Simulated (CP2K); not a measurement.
**GFN2-xTB run of SiCO2F2 (SMILES O=C1O[Si]1(F)F)**

Aim: the energy change on altering one bond length of SiCO2F2 at GFN2-xTB, from 2 runs. 

The results are computed with CP2K 2026.2.

3 further runs of the same task are left out: 1 that didn't finish, 2 set aside as unsound or not needed.

## Step 1: The structure to begin with

SiCO2F2: 6 atoms, total charge 0, spin state singlet. As SMILES, `O=C1O[Si]1(F)F`. The shape comes from a force field and isn't a relaxed structure.

Bond lengths: O1–C2 1.266 Å, C2–O3 1.340 Å, C2–Si4 1.700 Å, O3–Si4 1.800 Å, Si4–F5 1.596 Å, Si4–F6 1.652 Å. Angles: O1–C2–O3 140.9°, O1–C2–Si4 147.6°, O3–C2–Si4 71.5°, C2–O3–Si4 63.6°, C2–Si4–O3 44.9°, C2–Si4–F5 123.1°, C2–Si4–F6 120.0°, O3–Si4–F5 103.4°, O3–Si4–F6 101.4°, F5–Si4–F6 110.8°.

## Step 2: A single-point energy at GFN2-xTB

Contents of molecule.xyz:

```xyz
6

O      1.359200    -1.561900     0.970700
C      0.480700    -0.855900     0.393200
O     -0.685600    -0.973300    -0.256600
Si     0.000800     0.686200    -0.137300
F      0.101900     1.153800    -1.660400
F     -1.214800     1.487200     0.644200
```

Contents of molecule.inp:

```
&GLOBAL
  PROJECT molecule
  RUN_TYPE ENERGY
  PRINT_LEVEL MEDIUM
&END GLOBAL
&FORCE_EVAL
  METHOD QS
  &DFT
    &QS
      METHOD XTB
      EPS_DEFAULT 1.0E-10
      &XTB
        GFN_TYPE TBLITE
        &TBLITE
          METHOD GFN2
        &END TBLITE
        CHECK_ATOMIC_CHARGES F
      &END XTB
    &END QS
    &POISSON
      PERIODIC NONE
      POISSON_SOLVER ANALYTIC
    &END POISSON
    &SCF
      SCF_GUESS ATOMIC
      EPS_SCF 1.0E-06
      MAX_SCF 150
      ADDED_MOS 2
      &DIAGONALIZATION
        ALGORITHM STANDARD
      &END DIAGONALIZATION
      &MIXING
        METHOD DIRECT_P_MIXING
        ALPHA 0.4
      &END MIXING
    &END SCF
    &PRINT
      &MOMENTS
        PERIODIC F
        REFERENCE COM
        MAX_MOMENT 1
      &END MOMENTS
      &MO ON
        ENERGIES T
        OCCUPATION_NUMBERS T
        NDIGITS 6
        &EACH
          QS_SCF 0
        &END EACH
        ADD_LAST NUMERIC
      &END MO
      &HIRSHFELD OFF
      &END HIRSHFELD
    &END PRINT
  &END DFT
  &SUBSYS
    &CELL
      ABC 14.6 15 14.6
      PERIODIC NONE
    &END CELL
    &TOPOLOGY
      COORD_FILE_NAME molecule.xyz
      COORD_FILE_FORMAT XYZ
      &CENTER_COORDINATES
      &END CENTER_COORDINATES
    &END TOPOLOGY
  &END SUBSYS
&END FORCE_EVAL
```

Command:

```sh
$ OMP_NUM_THREADS=1 cp2k.psmp molecule.inp > molecule.out
```

What it wrote, shortened:

```text
CP2K| version string:                                       CP2K version 2026.2
[...]
 GLOBAL| Method name                                                        CP2K
[...]
 GLOBAL| Run type                                                         ENERGY
[...]
                             - Atoms:                                          6
[...]
                             - Spherical basis functions:                     29
[...]
 Number of electrons:                                                         34
[...]
  *** SCF run converged in    20 steps ***
[...]
  Fermi energy:                                                -0.36813406484157
[...]
 TB_DIPOLE| Moment [Debye]          0.77879181       2.60443285      -0.19761515
 TB_DIPOLE| Derivative [a.u.]       0.00000000       0.00000000       0.00000000
[...]
 ENERGY| Total FORCE_EVAL ( QS ) energy [hartree]            -21.509845239525188
[...]
```

It took 0.29 s on 1 thread of Arm Neoverse V1, shared host.

## Step 3: The distorted shape

Contents of molecule.xyz:

```xyz
6

O      2.088526    -2.042477     0.501822
C      1.210026    -1.336477    -0.075678
O      0.043726    -1.453877    -0.725478
Si     0.730126     0.205623    -0.606178
F      0.831226     0.673223    -2.129278
F     -1.214800     1.487200     0.644200
```

Contents of mol.inp:

```
&GLOBAL
 PROJECT_NAME mol
 RUN_TYPE ENERGY
 PRINT_LEVEL MEDIUM
&END
&FORCE_EVAL
 METHOD QS
 &DFT
  &QS
   METHOD XTB
   EPS_DEFAULT 1.0E-10
   &XTB
    GFN_TYPE TBLITE
    &TBLITE
     METHOD GFN2
    &END
    CHECK_ATOMIC_CHARGES F
   &END
  &END
  ! isolated system
  &POISSON
   PERIODIC NONE
   POISSON_SOLVER ANALYTIC
  &END
  ! self-consistent field
  &SCF
   SCF_GUESS ATOMIC
   EPS_SCF 1.0E-06
   MAX_SCF 150
   ADDED_MOS 2
   &DIAGONALIZATION
    ALGORITHM STANDARD
   &END
   &MIXING
    METHOD DIRECT_P_MIXING
    ALPHA 0.4
   &END
  &END
  ! extra output
  &PRINT
   &MOMENTS
    PERIODIC F
    REFERENCE COM
    MAX_MOMENT 1
   &END
   &MO ON
    ENERGIES T
    OCCUPATION_NUMBERS T
    NDIGITS 6
    &EACH
     QS_SCF 0
    &END
    ADD_LAST NUMERIC
   &END
   &HIRSHFELD OFF
   &END
  &END
 &END
 ! structure
 &SUBSYS
  &CELL
   ABC 15.3 15.5 14.8
   PERIODIC NONE
  &END
  &TOPOLOGY
   COORD_FILE_NAME molecule.xyz
   COORD_FILE_FORMAT XYZ
   &CENTER_COORDINATES
   &END
  &END
 &END
&END
```

Command:

```sh
$ OMP_NUM_THREADS=1 cp2k.psmp -i mol.inp > mol.out 2>&1
```

What it wrote, shortened:

```text
CP2K| version string:                                       CP2K version 2026.2
[...]
 GLOBAL| Method name                                                        CP2K
[...]
 GLOBAL| Run type                                                         ENERGY
[...]
                             - Atoms:                                          6
[...]
                             - Spherical basis functions:                     29
[...]
 Number of electrons:                                                         34
[...]
  *** SCF run converged in    95 steps ***
[...]
  Fermi energy:                                                -0.42631719353047
[...]
 TB_DIPOLE| Moment [Debye]          3.25644038       0.14499170      -1.62148931
 TB_DIPOLE| Derivative [a.u.]       0.00000000       0.00000000       0.00000000
[...]
 ENERGY| Total FORCE_EVAL ( QS ) energy [hartree]            -21.388085415107813
[...]
```

Run time: 0.41 s. Hardware: 1 thread of Arm Neoverse V1, shared host.

## Step 4: Results

At GFN2-xTB:

```
                                                          quantity         value
                                         first shape: total energy  -21.50985 Eh
            first shape: dipole moment (from atomic charges alone)        2.73 D
                                          first shape: HOMO energy     -12.29 eV
                                          first shape: LUMO energy      -9.14 eV
                                        first shape: HOMO–LUMO gap       3.15 eV
                                     distorted shape: total energy  -21.38809 Eh
        distorted shape: dipole moment (from atomic charges alone)        3.64 D
                                      distorted shape: HOMO energy     -12.17 eV
                                      distorted shape: LUMO energy     -11.05 eV
                                    distorted shape: HOMO–LUMO gap       1.12 eV
energy change with the Si4–F6 bond stretched from 1.652 to 2.644 Å      3.313 eV
```

What this shows: One bond (distorted shape) is far stretched, which a spin-restricted single reference describes badly. With the Si4–F6 bond stretched from 1.652 to 2.644 Å the energy rises by 3.31 eV (320 kJ/mol). The first shape isn't relaxed at this level, so the change isn't measured from a minimum. A restricted reference can't describe the breaking bond well at this length. The dipole (first shape) comes from point charges on the atoms alone, without atomic dipoles, so it is partial. The dipole (distorted shape) comes from point charges on the atoms alone, without atomic dipoles, so it is partial.
